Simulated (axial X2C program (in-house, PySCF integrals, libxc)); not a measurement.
**RuH: properties at the nuclei**

Wanted for RuH: properties at the nuclei, at the two-component level.

The runs use an in-house X2C program for linear molecules on PySCF integrals; two-component X2C with atomic mean-field terms, Ru dyall-cv3z, H dyall-v3z.

All values are calculated.

## 1. Set-up

File task.json:

```json
{
 "zs": [
  44,
  1
 ],
 "q": 0,
 "bas": [
  "dyall-cv3z",
  "dyall-v3z"
 ],
 "r0": 1.57,
 "levels": [
  "PBE0",
  "HF",
  "r2SCAN",
  "BHandHLYP",
  "BP86"
 ],
 "nst": 3
}
```

Keys: zs atomic numbers; q charge; bas basis sets; r0 starting distance in Å; levels methods (HF also brings MP2); nst determinants followed.

The run is started by

```console
$ python soeom.py task.json out
```

After this run come: Expectation values, lowest determinant; Expectation values, a higher determinant; Expectation values, a higher determinant.

Before running it: what results should come out? Wanted: lowest determinant; Eeff magnitude; Ws magnitude Ru; A∥/gI Ru; qzz Ru; higher determinant (for each run or level that gives them).

As calculated:

```
                                        quantity                                                       value
                              lowest determinant  Ω = 3/2 (excess of +ω over −ω: ω = 1/2, ω = -3/2, ω = 5/2)
                    Eeff magnitude (GV/cm), PBE0                                                       0.312
                     Ws magnitude Ru (kHz), PBE0                                                       0.075
                            A∥/gI Ru (MHz), PBE0                                                         902
                             qzz Ru (a.u.), PBE0                                                       -3.95
                              higher determinant   Ω = 9/2 (excess of +ω over −ω: ω = 1/2, ω = 3/2, ω = 5/2)
Eeff magnitude (GV/cm), PBE0, higher determinant                                                        1.33
 Ws magnitude Ru (kHz), PBE0, higher determinant                                                       0.129
        A∥/gI Ru (MHz), PBE0, higher determinant                                                         624
         qzz Ru (a.u.), PBE0, higher determinant                                                        0.54
                              higher determinant                     Ω = 5/2 (excess of +ω over −ω: ω = 5/2)
Eeff magnitude (GV/cm), PBE0, higher determinant                                                        1.42
 Ws magnitude Ru (kHz), PBE0, higher determinant                                                       0.256
        A∥/gI Ru (MHz), PBE0, higher determinant                                                         756
         qzz Ru (a.u.), PBE0, higher determinant                                                        0.63
```

In the first state, the effective field runs from 0.155 to 0.312 GV/cm over the mean-field levels, so the levels don't agree on it. The expectation values come from single determinants, which for open shells can mix terms of unlike spin or miss the lowest Ω, so a determinant need not be a state. Eeff is the effective electric field on the electron dipole moment in this Ω state and Ws the scalar–pseudoscalar constant (defined with the proton number Z and per Ω); A∥ is the parallel hyperfine constant, which follows by multiplying with the nuclear g factor gI = μI/(I μN); qzz is the electric field gradient, eQq0 = 234.96 MHz × Q/barn × qzz; μ is positive if H is the positive end. The operators were transformed with the bare-nucleus X2C matrices.
